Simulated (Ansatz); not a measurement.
I need a convergence test of the k-point mesh of Yb3SnC, space group Pm-3m. Use Ansatz 0.2.0, Python API. Level of theory (first run): PBE, PAW, cutoff 544 eV, 2×2×2 k-points, Fermi-Dirac smearing of 0.01 eV, D4 dispersion. The script varies mesh: (2, 2, 2), (3, 3, 3), (4, 4, 4), (5, 5, 5).

```
Yb Sn C
1.0
     5.91485    0.00000    0.00000
     0.00000    5.91485    0.00000
     0.00000    0.00000    5.91485
Yb Sn C
3 1 1
Cartesian
  0.0000 2.9574 2.9574
  2.9574 0.0000 2.9574
  2.9574 2.9574 0.0000
  2.9574 2.9574 2.9574
  0.0000 0.0000 0.0000
```

Script `yb3snc_kconv.py`:
```python
'''k-point test for Yb3SnC.'''

import argparse
import csv

import ansatz as az
from pymatgen.core import Lattice, Structure
from pymatgen.io.ase import AseAtomsAdaptor

parser = argparse.ArgumentParser(description='k-point test for Yb3SnC.')
parser.add_argument('--functional', required=True, help='exchange-correlation functional')
parser.add_argument('--vdw', required=True, help='dispersion correction')
parser.add_argument('--tolerance', type=float, required=True, help='SCF tolerance (eV)')
args = parser.parse_args()

pmg_structure = Structure(
    Lattice([(5.914847, 0.0, 0.0), (0.0, 5.914847, 0.0), (0.0, 0.0, 5.914847)]),
    ['Yb', 'Yb', 'Yb', 'Sn', 'C'],
    [
        (0.0, 0.5, 0.5),
        (0.5, 0.0, 0.5),
        (0.5, 0.5, 0.0),
        (0.5, 0.5, 0.5),
        (0.0, 0.0, 0.0),
    ],
)
system = az.Crystal.from_ase(AseAtomsAdaptor.get_atoms(pmg_structure))

calc = system.calculation()
calc = calc.basis(20 * az.Ha, xc_grid=1)
calc = calc.functional(args.functional, dispersion=args.vdw).initial_density(normalization='atom')
calc = calc.scf(tolerance=args.tolerance).occupations(az.OccupationsMethod.FERMI_DIRAC, width=10 * az.meV)

rows = []
for value in [(2, 2, 2), (3, 3, 3), (4, 4, 4), (5, 5, 5)]:
    rep = calc.kpoints(mesh=value).run().report
    rows.append((value, rep['free_energy_ev'] / len(rep['lattice']['sites']), rep['n_iterations'], rep['n_kpoints']))

with open('kconv.csv', 'w', newline='') as handle:
    writer = csv.writer(handle)
    writer.writerow(['mesh', 'F/atom (eV)', 'iterations', 'k-points'])
    writer.writerows([round(v, 5) if isinstance(v, float) else v for v in row] for row in rows)

# the last row is the reference
for row in rows[:-1]:
    shift = 1000 * (row[1] - rows[-1][1])
    print(f'{row[0]}: {shift:+.2f} meV/atom' + ('  (within 2 meV)' if abs(shift) < 2 else ''))
```

Output of `python yb3snc_kconv.py --functional pbe --vdw d4 --tolerance 1e-09`:
```text
(2, 2, 2): +86.90 meV/atom
(3, 3, 3): +9.68 meV/atom
(4, 4, 4): +4.04 meV/atom
```

File `kconv.csv` afterwards:
```csv
mesh,F/atom (eV),iterations,k-points
"(2, 2, 2)",-9530.8217,25,4
"(3, 3, 3)",-9530.89893,19,4
"(4, 4, 4)",-9530.90456,21,10
"(5, 5, 5)",-9530.90861,18,10
```

What to keep in mind:
- Semilocal functionals put the nearly full 4f shell of Yb too close to the Fermi level.
- The structure comes from a database of computed cells and needn't be a stable or known phase.
- Shifts are counted from the finest mesh, which is itself no proven limit.
- The whole script took 56 s on 1 thread of Arm Neoverse V1, with other jobs on the host, peak memory 0.55 GiB.
